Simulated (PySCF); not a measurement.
# C²⁺: changing the method

What do other methods print for C²⁺?

Computed with PySCF 2.14.0. Level: method and basis as typed in the scripts.

2 further runs of the same task are left out: 2 that didn't finish.

**1. The atom**

C²⁺: 1 atom, charge 2, spin multiplicity 1.

**2. The base run**

input.py reads:

```python
from pyscf import gto, scf, mcscf, mrpt

mol = gto.M(
    atom='C 0 0 0',
    basis='lanl2dz',
    charge=2,
    spin=0,
    symmetry=True,
    verbose=3,
)
mf = scf.RHF(mol)
mf = mf.density_fit(auxbasis='def2-universal-jkfit')
mf.kernel()
mc = mcscf.CASSCF(mf, 6, 2)
mc.kernel()
mc.analyze()
mrpt.NEVPT(mc).kernel()
mf.dip_moment()
print('orbital energies (hartree):', mf.mo_energy[..., max(0, mol.nelec[1]-3):mol.nelec[0]+3].round(4))
```

The run is started by

```
OMP_NUM_THREADS=1 python input.py
```

The log of this run is left out.

In short: E(SCF) = -36.400418 Eh, E(CAS) − E(SCF) = -0.07015 Eh, NEVPT2 = -0.00071 Eh.

**3. Active space 4 electrons in 6 orbitals**

Variant 1 changes active space: 2 electrons in 6 orbitals → 4 electrons in 6 orbitals.

input.py reads:

```python
from pyscf import gto, scf, mcscf, mrpt

mol = gto.M(
    atom='C 0 0 0',
    basis='lanl2dz',
    charge=2,
    spin=0,
    symmetry=True,
    verbose=3,
)
mf = scf.RHF(mol)
mf = mf.density_fit(auxbasis='def2-universal-jkfit')
mf.kernel()
mc = mcscf.CASSCF(mf, 6, 4)
mc.kernel()
mc.analyze()
mrpt.NEVPT(mc).kernel()
mf.dip_moment()
print('orbital energies (hartree):', mf.mo_energy[..., max(0, mol.nelec[1]-3):mol.nelec[0]+3].round(4))
```

The run is started by

```
OMP_NUM_THREADS=1 python input.py
```

**4. CCSD(T)**

Variant 2 changes step after the SCF: nevpt2 → ccsd(t); frozen orbitals: none → 1.

Edit input.py of step 2 so:

```diff
@@ -1,2 +1,2 @@
-from pyscf import gto, scf, mcscf, mrpt
+from pyscf import gto, scf, cc
 
@@ -13,6 +13,5 @@
 mf.kernel()
-mc = mcscf.CASSCF(mf, 6, 2)
-mc.kernel()
-mc.analyze()
-mrpt.NEVPT(mc).kernel()
+mycc = cc.CCSD(mf, frozen=1)
+mycc.kernel()
+mycc.ccsd_t()
 mf.dip_moment()
```

**5. Population analysis**

Variant 3 changes step after the SCF: nevpt2 → analyze.

input.py reads:

```python
from pyscf import gto, scf

mol = gto.M(
    atom='C 0 0 0',
    basis='lanl2dz',
    charge=2,
    spin=0,
    symmetry=True,
    verbose=3,
)
mf = scf.RHF(mol)
mf = mf.density_fit(auxbasis='def2-universal-jkfit')
mf.kernel()
mf.analyze()
print('orbital energies (hartree):', mf.mo_energy[..., max(0, mol.nelec[1]-3):mol.nelec[0]+3].round(4))
```

What does the calculation give? Wanted: for each run, E(SCF); from base; gap; after the SCF.

As calculated:

```tsv
run	E(SCF) (hartree)	from base (eV)	gap (eV)	after the SCF
base	-36.400418	0	22.46	NEVPT2 correlation -1.928 eV (from the SCF energy, the CASSCF gain included)
active space 4 electrons in 6 orbitals	-36.400418	0.0000	22.46	NEVPT2 correlation -1.921 eV (from the SCF energy, the CASSCF gain included)
CCSD(T)	-36.400418	0.0000	22.46	CCSD(T) correlation -1.915 eV, core frozen
population analysis	-36.400418	0.0000	22.46	n/a
```

In words: Total energies from different bases, Hamiltonians or methods carry different errors, so properties are taken as differences within one set-up.
